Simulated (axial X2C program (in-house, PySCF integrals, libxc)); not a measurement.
**A two-component session on InF: properties at the nuclei**

Wanted for InF: properties at the nuclei, at the two-component level.

Program: an in-house X2C program for linear molecules on PySCF integrals. Level of theory: two-component X2C with atomic mean-field terms, In dyall-acv3z, F dyall-av3z. These are calculated values, not measurements.

### Step 1. The job

The input, task.json:

```json
{"zs": [49, 9], "q": 0, "bas": ["dyall-acv3z", "dyall-av3z"], "r0": 2.06, "levels": ["PBE0", "HF", "B3LYP"], "nst": 1, "ff": 1, "thr": -3.5, "nmax": 130, "opt": {"ecut": 60}}
```

Keys: zs atomic numbers; q charge; bas basis sets; r0 starting distance in Å; levels methods (HF also brings MP2); nst determinants followed; ff finite-field run; thr threshold in hartree for freezing inner shells (an s shell follows its p shell); nmax most natural virtual spinors; ecut virtual cutoff in hartree.

Run with:

```
$ python soeom.py task.json out
```

Nuclei are Gaussian, cores are contracted, and the Gaunt term is on.

### Step 2. Expectation values, lowest determinant

R = 1.996 Å. State: Ω = 0 (closed shell).

Output of the PBE0 run:

```text
two-component X2C + atomic mean field  PBE0
basis functions 199  fitting functions 1022  grid points 5078
iter        total energy     max residual
   1      -5978.155334848     2.82e-05
   2      -5978.155334816     5.07e-05
   3      -5978.155334862     2.30e-06
   4      -5978.155334862     8.56e-07
converged
one-electron -8461.20993397  Coulomb 2540.75211191  exact exchange -42.15689615  xc functional -129.17511112  nuclear repulsion 116.91740983  atomic mean-field constant -3.28291535
```

The highest occupied spinor is 53% In s, 25% F p, 16% In p.

```tsv
level	qzz In (a.u.)	qzz F (a.u.)	μ (D)
PBE0	-4.17	0.54	-3.25
HF	-4.40	0.53	-3.28
B3LYP	-4.09	0.49	-3.33
```

qzz is the electric field gradient, eQq0 = 234.96 MHz × Q/barn × qzz; μ is positive if F is the positive end. The operators were transformed with the bare-nucleus X2C matrices.

### Step 3. Finite-field coupled cluster

Output:

```text
two-component X2C + atomic mean field  HF
basis functions 199  fitting functions 1022  grid points 5078
iter        total energy     max residual
   1      -5975.450912200     1.87e-01
   2      -5975.479339335     4.82e-03
   3      -5975.480399354     3.30e-03
   4      -5975.480598737     1.26e-03
   5      -5975.480645086     2.33e-04
   6      -5975.480648449     8.20e-05
   7      -5975.480648657     2.99e-05
   8      -5975.480648697     7.66e-06
   9      -5975.480648700     2.58e-06
  10      -5975.480648700     4.86e-07
converged
one-electron -8460.67102273  Coulomb 2540.32156080  exact exchange -168.76568124  xc functional 0.00000000  nuclear repulsion 116.91740983  atomic mean-field constant -3.28291535
correlated 20  virtual 306  natural virtual 130  E(MP2) -0.774361061  MP2 remainder -0.034018725
iter   CCSD correlation   residual
   1     -0.686551529   1.48e-01
   2     -0.701403503   6.29e-02
   3     -0.704919718   2.11e-02
   4     -0.704925674   8.27e-03
   5     -0.704867564   2.05e-03
   6     -0.704885153   9.53e-04
   7     -0.704891752   3.28e-04
   8     -0.704887008   1.07e-04
   9     -0.704891653   3.77e-05
  10     -0.704890535   1.38e-05
  11     -0.704890778   5.47e-06
  12     -0.704890674   2.27e-06
  13     -0.704890647   9.88e-07
  14     -0.704890634   5.10e-07
(T) -0.022682702  T1 0.0230  D1 0.0542  max T2 0.092
```

T1 in the output is the amplitude norm over the root of the electron number; divide by √2 for the Lee–Taylor value.

20 electrons correlated in 130 natural virtual spinors, MP2 remainder added; T1 = 0.016.

```tsv
level	qzz In (a.u.)	qzz F (a.u.)	μ (D)
HF	-4.40	0.53	-3.28
MP2	-3.96	0.43	-3.59
CCSD	-4.02	0.48	-3.46
CCSD(T)	-3.95	0.46	-3.43
```

### Step 4. Results

| quantity | value |
| --- | --- |
| lowest determinant | Ω = 0 (closed shell) |
| qzz In (a.u.), PBE0 | -4.17 |
| qzz F (a.u.), PBE0 | 0.54 |
| μ (D), PBE0 | -3.25 |
| qzz In (a.u.), CCSD(T) | -3.95 |
| qzz F (a.u.), CCSD(T) | 0.46 |
| μ (D), CCSD(T) | -3.43 |

What this shows: The expectation values come from single determinants, which for open shells can mix terms of unlike spin or miss the lowest Ω, so a determinant need not be a state. qzz is the electric field gradient, eQq0 = 234.96 MHz × Q/barn × qzz; μ is positive if F is the positive end. The operators were transformed with the bare-nucleus X2C matrices. Correlation of the inner shells is missing, which matters for properties at the nucleus.
